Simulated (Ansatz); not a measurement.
# BF2HO + H2S: a complex and its separated parts

The complex below is one end of an elementary step. How strongly is it bound against its free parts?

Program: Ansatz 0.2.0, Gaussian basis. Level of theory: PBE0-D4/def2-TZVP structures, single points in def2-TZVPP, no counterpoise correction. These are calculated values, not measurements.

Levels: SPW92, PBE-D4, BLYP-D4, r2SCAN-D4, B97M-V, PBE0-D4, B3LYP-D4, r2SCAN0-D4, BHLYP-D4, CAM-B3LYP-D4, wB97X-V, wB97M-V, B2PLYP, PBE-QIDH, RPA on PBE, Hartree-Fock, MP2, CCSD, CCSD(T).

Cores are frozen in the correlated methods. B3LYP uses VWN-RPA correlation. B2PLYP carries no dispersion term here.

94 further runs of the same task are left out: 94 set aside as unsound or not needed.

### Step 1. Where the work starts

The complex: 8 atoms, charge 0, spin multiplicity 1.

Atoms are counted from 1 here; the program's logs count them from 0.

Bond lengths: B1–F3 1.322 Å, B1–F4 1.329 Å, B1–O6 1.347 Å, S2–H5 1.342 Å, S2–H7 1.342 Å, O6–H8 0.960 Å. Angles: F3–B1–F4 118.2°, F3–B1–O6 119.2°, F4–B1–O6 122.5°, H5–S2–H7 92.4°, B1–O6–H8 113.0°.

Coordinates:

| atom | x (Å) | y (Å) | z (Å) |
| --- | --- | --- | --- |
| B1 | -1.12461 | 0.08555 | 0.07339 |
| S2 | 2.01586 | 0.14109 | -0.21335 |
| F3 | -1.16841 | -0.63625 | -1.03297 |
| F4 | -1.17553 | 1.40842 | -0.03870 |
| H5 | 1.84951 | -1.13195 | -0.60378 |
| O6 | -1.13678 | -0.54014 | 1.26636 |
| H7 | 1.83896 | 0.60607 | -1.45954 |
| H8 | -1.09900 | 0.06721 | 2.00869 |

Its parts: BF2HO holds atoms 1, 3, 4, 6, 8; H2S holds atoms 2, 5, 7. Each part counts its atoms afresh in its own runs.

### Step 2. Relaxing BF2HO alone

File relax-a/in.yaml:

```yaml
crystal:
  periodic: [false, false, false]
  atoms:
    - {symbol: B, position_ang: [-1.124607, 0.085546, 0.073391]}
    - {symbol: F, position_ang: [-1.168413, -0.636248, -1.032974]}
    - {symbol: F, position_ang: [-1.175534, 1.408421, -0.038704]}
    - {symbol: O, position_ang: [-1.136780, -0.540138, 1.266362]}
    - {symbol: H, position_ang: [-1.099001, 0.067206, 2.008695]}
basis:
  gaussian: {orbitals: def2-TZVP}
hamiltonian: {xc: pbe0, dispersion: d4}
relax: {f_tol: 0.005, max_steps: 200}
```

Command:

```console
$ ansatz run in.yaml --threads 4 --pin off --events-out ev --progress --plain --max-ram 9574MiB
```

Further steps of the session: Relaxing H2S alone; SPW92/def2-TZVPP; PBE-D4/def2-TZVPP; BLYP-D4/def2-TZVPP; r2SCAN-D4/def2-TZVPP; B97M-V/def2-TZVPP; PBE0-D4/def2-TZVPP; B3LYP-D4/def2-TZVPP; r2SCAN0-D4/def2-TZVPP; BHLYP-D4/def2-TZVPP; CAM-B3LYP-D4/def2-TZVPP; wB97X-V/def2-TZVPP; wB97M-V/def2-TZVPP; B2PLYP/def2-TZVPP; PBE-QIDH/def2-TZVPP; RPA on PBE/def2-TZVPP; CCSD(T)/def2-TZVPP; Vibrations of BF2HO; Vibrations of H2S.

Q: Predict the outcome of this session. Wanted: complex less parts, CCSD(T)/def2-TZVPP; with zero-point energy; largest T1 diagnostic.

**Answer**, as computed:

| quantity | value |
| --- | --- |
| complex less parts, CCSD(T)/def2-TZVPP | -12.0 kJ/mol |
| with zero-point energy | -8.6 kJ/mol |
| largest T1 diagnostic | 0.012 |

**Reading.** At CCSD(T) the complex lies 12.0 kJ/mol below its parts. PBE-QIDH is the best functional here (+0.9 kJ/mol from CCSD(T)); SPW92 is the worst (-10.1 kJ/mol). Mean unsigned error by rung: LDA 10.1, GGA 3.4, meta-GGA 2.8, hybrid 2.9, range-separated hybrid 2.6, double hybrid 2.2 kJ/mol. PBE-D4 gives a relative energy 3.8 kJ/mol too low, an error of 32 % of the reference. No counterpoise was applied, and triple zeta lacks some correlation, so the CCSD(T) reference has a basis error of its own, and close matches with it are partly luck.
